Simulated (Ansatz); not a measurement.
# CH12O2Si4: the cost of one run

Program: Ansatz 0.2.0. Level of theory: RKS revPBE-D4/STO-3G. These are calculated values, not measurements.

### 1 Starting point

Bond lengths (14 of 18 bonds, heavy atoms first): Si1–O2 1.680 Å, O2–C3 1.420 Å, Si1–O7 1.680 Å, O7–Si8 1.680 Å, Si1–Si12 2.218 Å, Si1–Si16 2.218 Å, C3–H4 1.110 Å, C3–H5 1.110 Å, C3–H6 1.110 Å, Si8–H9 1.460 Å, Si8–H10 1.460 Å, Si8–H11 1.460 Å, Si12–H13 1.460 Å, Si12–H14 1.460 Å. Angles (14 of 32 angles, heavy atoms first): Si1–O2–C3 125.0°, O2–Si1–O7 109.4°, O2–Si1–Si12 109.5°, O2–Si1–Si16 109.5°, O7–Si1–Si12 109.5°, O7–Si1–Si16 109.5°, Si12–Si1–Si16 109.5°, Si1–O7–Si8 125.0°, O2–C3–H4 109.5°, O2–C3–H5 109.5°, O2–C3–H6 109.5°, O7–Si8–H9 109.5°, O7–Si8–H10 109.5°, O7–Si8–H11 109.5°.

The coordinates stand in the first input below.

### 2 Relaxing the start

input.yaml

```yaml
crystal:
  periodic: [false, false, false]
  atoms:
    - { symbol: Si, position_ang: [0.0, 0.0, 0.0] }
    - { symbol: O, position_ang: [0.0, 0.0, 1.68] }
    - { symbol: C, position_ang: [-1.1112, -0.3437, 2.4945] }
    - { symbol: H, position_ang: [-1.814, -0.9775, 1.9143] }
    - { symbol: H, position_ang: [-0.7584, -0.9037, 3.3856] }
    - { symbol: H, position_ang: [-1.6313, 0.5809, 2.8212] }
    - { symbol: O, position_ang: [1.5842, 0.0, -0.5594] }
    - { symbol: Si, position_ang: [2.4906, -1.3762, -0.8866] }
    - { symbol: H, position_ang: [1.6598, -2.3521, -1.5857] }
    - { symbol: H, position_ang: [3.6318, -1.0202, -1.7249] }
    - { symbol: H, position_ang: [2.9691, -1.9538, 0.366] }
    - { symbol: Si, position_ang: [-1.0456, 1.8115, -0.7393] }
    - { symbol: H, position_ang: [-2.4302, 1.478, -1.0607] }
    - { symbol: H, position_ang: [-1.0215, 2.8436, 0.2931] }
    - { symbol: H, position_ang: [-0.3743, 2.3069, -1.9374] }
    - { symbol: Si, position_ang: [-1.0456, -1.8115, -0.7393] }
    - { symbol: H, position_ang: [-1.7029, -2.4846, 0.3772] }
    - { symbol: H, position_ang: [-2.0454, -1.4265, -1.7311] }
    - { symbol: H, position_ang: [-0.0777, -2.7173, -1.3511] }
basis:
  gaussian: { orbitals: STO-3G }
hamiltonian:
  xc: revpbe
  dispersion: d4
relax:
  f_tol: 0.02
  max_steps: 40
```

Launch:

```
$ ansatz run input.yaml --threads 1 --pin off --max-ram 2048MiB --backend cpu --events-out ev --progress --plain --runs-dir out
```

What time and memory should one allow on 1 thread of Arm Neoverse V1, shared host?

About 4.1 min, with a peak of 0.15 GiB.
